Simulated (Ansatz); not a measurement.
Run this with Ansatz 0.2.0, Python API and show what comes out.

Contents of `ch3albr.xyz`:
```text
6

C    -0.38580    0.49110   -0.30600
Al    1.10680   -0.72340   -0.29960
Br    1.40790   -2.15800    1.54540
H     0.01210    1.58920   -0.39430
H    -1.01670    0.40900    0.59980
H    -1.08220    0.32810   -1.19150
```

Script `ch3albr.py`:
```python
"""One geometry of CH3AlBr, method by method."""

import ansatz as az

mol = az.Crystal.molecule_from_extxyz("ch3albr.xyz")

base = (
    mol.calculation()
    .basis(gaussian="def2-SVP")
    .spin("collinear", total=1)
)

methods = ["mp2", "ccsd", "ccsd_t"]
batch = az.Session.batch([base.correlation(m).input() for m in methods])
reports = sorted(batch.plan().execute().molecular_reports, key=lambda each: each["member"])
print(f"Hartree-Fock reference {reports[0]['reference_energy_ev'] / 27.211386246:.6f} Ha")
best = reports[-1]["free_energy_ev"] - reports[-1]["reference_energy_ev"]
for method, each in zip(methods, reports):
    gained = each["free_energy_ev"] - each["reference_energy_ev"]
    print(f"{method:8s} total {each['free_energy_ev'] / 27.211386246:.6f} Ha  correlation {gained:9.4f} eV  ({100 * gained / best:.1f} % of the last)")
```

```console
$ python ch3albr.py
Hartree-Fock reference -2853.570659 Ha
mp2      total -2853.990133 Ha  correlation  -11.4144 eV  (92.2 % of the last)
ccsd     total -2854.014681 Ha  correlation  -12.0824 eV  (97.6 % of the last)
ccsd_t   total -2854.025827 Ha  correlation  -12.3857 eV  (100.0 % of the last)
```

Reading the output:
- Total energies depend on the basis set; only differences at equal settings carry meaning.
- The geometry is a force-field or estimated start, not a minimum of this method, and the basis set is short of its limit. A lower total doesn't mark the better method: functionals have no common bound, and MP2 and coupled cluster aren't variational.
- The species is open-shell (spin multiplicity 2).
- Inner cores stay frozen; a filled d shell under the valence of the heavier atoms is correlated with it.
